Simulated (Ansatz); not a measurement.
# Be3Te2Se: the cost of one run

Program: Ansatz 0.2.0. Level of theory: DFT PBE, scalar-relativistic, plane waves, PAW, unless a step names another level. These are calculated values, not measurements.

3 further runs of the same task are left out: 3 that didn't finish.

## 1. The system as given

Symmetry: Imm2, No. 44, orthorhombic system. The conventional cell has a = 3.897 Å, b = 11.679 Å, c = 5.496 Å, α = 90.00°, β = 90.00°, γ = 90.00°. Be (site symmetry m) is surrounded by 1 Se at 2.25 Å and 3 Te at 2.43 to 2.45 Å. Around Be (site symmetry mm2) lie 2 Se at 2.31 Å and 2 Te at 2.45 Å. Around Te (site symmetry m) lie 4 Be at 2.43 to 2.45 Å. Around Se (site symmetry mm2) lie 4 Be at 2.25 to 2.31 Å.

Coordinates:

```xyz
6
Lattice="-1.9485 5.8394 2.7482 1.9485 -5.8394 2.7482 1.9485 5.8394 -2.7482" Properties=species:S:1:pos:R:3 pbc="T T T"
Be    1.9485    4.0091    1.4455
Be    0.0000    1.8303    4.1937
Be    1.9485    0.0000    1.2364
Te    1.9485    1.9266    2.7456
Te    1.9485   -1.9266    2.7456
Se    0.0000    0.0000   -0.0001
```

It came out lowest among 42 distinct ends of the trial cells. At a tolerance of 0.02 Å it has space group Imm2 (No. 44).

## 2. Tight relaxation for the response runs, on the response runs' mesh and smearing

input.yaml reads:

```yaml
crystal:
  lattice:
    - [-1.9485114457, 5.8393562007, 2.7481607459]
    - [1.9485114457, -5.8393562007, 2.7481607459]
    - [1.9485114457, 5.8393562007, -2.7481607459]
  atoms:
    - { symbol: Be, position: [0.6062788243, 0.7629971527, 0.8432816716] }
    - { symbol: Be, position: [0.9197154812, 0.7629971527, 0.1567183284] }
    - { symbol: Be, position: [0.2249532023, 0.7249532023, 0.5] }
    - { symbol: Te, position: [0.6645085007, 0.9995397733, 0.6649687274] }
    - { symbol: Te, position: [0.3345710459, 0.9995397733, 0.3350312726] }
    - { symbol: Se, position: [-2.70542e-05, -2.70542e-05, 0.0] }
basis:
  ecutwfc: 420
kpoints:
  mp_grid: { grid: [8, 8, 8] }
hamiltonian:
  xc: pbe
scf:
  occupations: { method: fixed }
output:
  forces: true
  stress: true
  eigenvalues: true
relax:
  adjacent_minimum: "off"
  f_tol: 0.001
  max_steps: 60
  cell: { stress_tol: 0.01 }
```

Command:

```bash
$ ansatz run input.yaml --threads 3 --pin off --max-ram 7680MiB --backend cpu --events-out ev --progress --plain --runs-dir out
```

Q: Estimate wall time and peak memory on 3 threads of Intel Xeon 6975P-C (Granite Rapids), shared host.

About 33 s, with a peak of 0.65 GiB.
